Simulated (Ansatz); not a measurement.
**C3H8OSi: how energies converge with the basis set**

An exercise on one series of results from a longer session: the logs are not shown, and one member is left open.

The runs use Ansatz 0.2.0, Gaussian basis; one geometry, several basis sets.

Levels to be run: PBE0-D4/def2-SVP; ωB97M-V/def2-SVP; PBE0-D4/def2-QZVPP; ωB97M-V/def2-QZVPP; the functionals' def2-TZVPP values are taken from earlier runs.

## Structure used throughout

An earlier PBE0-D4 in a triple-zeta def2 set relaxation fixed the geometry.

13 atoms, charge 0, spin multiplicity 1.

Atoms are counted from 1 here; the program's logs count them from 0.

Bond lengths: C1–C2 1.331 Å, C1–H6 1.087 Å, C1–H7 1.087 Å, C2–Si3 1.862 Å, C2–H8 1.090 Å, Si3–C4 1.866 Å, Si3–O5 1.653 Å, Si3–H9 1.486 Å, C4–H10 1.094 Å, C4–H11 1.092 Å, C4–H12 1.093 Å, O5–H13 0.958 Å. Angles: C2–C1–H6 122.5°, C2–C1–H7 121.4°, H6–C1–H7 116.1°, C1–C2–Si3 123.2°, C1–C2–H8 117.9°, Si3–C2–H8 119.0°, C2–Si3–C4 109.5°, C2–Si3–O5 110.3°, C2–Si3–H9 110.4°, C4–Si3–O5 112.2°, C4–Si3–H9 109.8°, O5–Si3–H9 104.6°, Si3–C4–H10 110.4°, Si3–C4–H11 110.9°, Si3–C4–H12 111.4°, H10–C4–H11 108.0°, H10–C4–H12 107.6°, H11–C4–H12 108.4° and more.

Coordinates:

```
atom    x (Å)    y (Å)    z (Å)
  C1  -0.4584   1.3619   1.7413
  C2  -0.3470   0.1262   1.2604
 Si3   0.6998  -0.3002  -0.2192
  C4  -0.2925  -1.3433  -1.4059
  O5   1.2751   1.0762  -0.9299
  H6  -1.0799   1.6007   2.6000
  H7   0.0819   2.1930   1.2959
  H8  -0.9060  -0.6668   1.7579
  H9   1.9162  -1.0406   0.2045
 H10  -0.6200  -2.2671  -0.9200
 H11   0.3043  -1.6156  -2.2795
 H12  -1.1864  -0.8158  -1.7497
 H13   0.6332   1.6567  -1.3408
```

The first run:

in.yaml reads:

```yaml
crystal:
  periodic: [false, false, false]
  atoms:
    - {symbol: C, position_ang: [-0.458394, 1.361859, 1.741255]}
    - {symbol: C, position_ang: [-0.347022, 0.126236, 1.260367]}
    - {symbol: Si, position_ang: [0.699754, -0.300228, -0.219215]}
    - {symbol: C, position_ang: [-0.292452, -1.343335, -1.405877]}
    - {symbol: O, position_ang: [1.275146, 1.076249, -0.929922]}
    - {symbol: H, position_ang: [-1.079859, 1.600736, 2.600007]}
    - {symbol: H, position_ang: [0.081930, 2.193012, 1.295920]}
    - {symbol: H, position_ang: [-0.905983, -0.666838, 1.757884]}
    - {symbol: H, position_ang: [1.916241, -1.040613, 0.204501]}
    - {symbol: H, position_ang: [-0.620039, -2.267084, -0.920048]}
    - {symbol: H, position_ang: [0.304272, -1.615640, -2.279523]}
    - {symbol: H, position_ang: [-1.186388, -0.815808, -1.749735]}
    - {symbol: H, position_ang: [0.633194, 1.656654, -1.340814]}
basis:
  gaussian: {orbitals: def2-SVP}
hamiltonian: {xc: pbe0, dispersion: d4}
output: {orbitals: {seedname: orbitals}}
```

Among the steps run: PBE0-D4 in def2-SVP; ωB97M-V in def2-SVP; PBE0-D4 in def2-QZVPP; ωB97M-V in def2-QZVPP.

One table of the session follows, with a row left open; its other results are not shown here.

It belongs to the step «Density functionals: the series». 

```
functional       basis  HOMO (eV)  LUMO (eV)
   PBE0-D4    def2-SVP      -7.76      -0.15
   PBE0-D4  def2-TZVPP      -7.83      -0.39
   PBE0-D4  def2-QZVPP      -7.85      -0.46
   ωB97M-V    def2-SVP      -9.98       2.03
   ωB97M-V  def2-TZVPP          ?          ?
   ωB97M-V  def2-QZVPP     -10.08       1.42
```

Q: Estimate the row for ωB97M-V, def2-TZVPP from the others.

**Answer.** HOMO (eV): -10.07; LUMO (eV): 1.66. In the column «HOMO (eV)» it lies between ωB97M-V, def2-QZVPP (-10.08) and ωB97M-V, def2-SVP (-9.98).
